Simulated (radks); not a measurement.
# Ti in [Ar] 3d2 4s2: an all-electron calculation

An exercise on one series of results from a longer session: the logs are not shown, and one member is left open.

Program: radks (a radial shooting solver on a logarithmic mesh, Libxc functionals) version 1. Level of theory: non-relativistic Kohn-Sham, r2SCAN, spin-polarised, spherical densities, point nucleus; open shells are filled with parallel spins first. These are calculated values, not measurements, unless marked.

## The atom as given

- element: titanium (Z = 22)
- charge: 0
- electrons: 22
- configuration: [Ar] 3d2 4s2

The outer shells:

Ti
```
[Ar] core
3d [↑ ][↑ ][  ][  ][  ]
4s [↑↓]
```

Set-up of the first run:

The run's settings:

```text
Z 22
configuration [Ar] 3d2 4s2
relativity non-relativistic
functional r2scan,r2scan
spin polarised
nucleus point
```

The run is started by

```bash
> python run_ks.py task.json out
```

The same process makes all the runs of this session.

One table of the session follows, with a row left open; its other results are not shown here.

It belongs to the step «Radial structure». Radial moments (bohr):

| level | <r> | outermost maximum (interpolated) | 90 % within | nodes |
| --- | --- | --- | --- | --- |
| 1s down | 0.07018 | 0.0461 | 0.125 | 0 |
| 1s up | 0.07018 | 0.0461 | 0.125 | 0 |
| 2s up | 0.3268 | 0.271 | 0.507 | 1 |
| 2s down | 0.3265 | 0.271 | 0.506 | 1 |
| 2p up | ? | ? | ? | ? |
| 2p down | 0.2904 | 0.221 | 0.477 | 0 |
| 3s up | 1.014 | 0.875 | 1.52 | 2 |
| 3s down | 1.015 | 0.875 | 1.52 | 2 |
| 3p up | 1.089 | 0.905 | 1.68 | 1 |
| 3p down | 1.090 | 0.905 | 1.68 | 1 |
| 3d up | 1.563 | 0.979 | 2.77 | 0 |
| 4s up | 3.458 | 2.91 | 5.18 | 3 |
| 4s down | 3.736 | 3.10 | 5.62 | 3 |
| 3d down | 1.740 | 0.987 | 3.25 | 0 |

Estimate the missing values for 2p up.

As computed: <r>: 0.2907; outermost maximum (interpolated): 0.221; 90 % within: 0.477; nodes: 0. In the column «<r>» it lies between 2p down (0.2904) and 2s down (0.3265).

Caveats from the session: Open shells are spherical and high-spin; term and fine-structure splittings are not resolved.
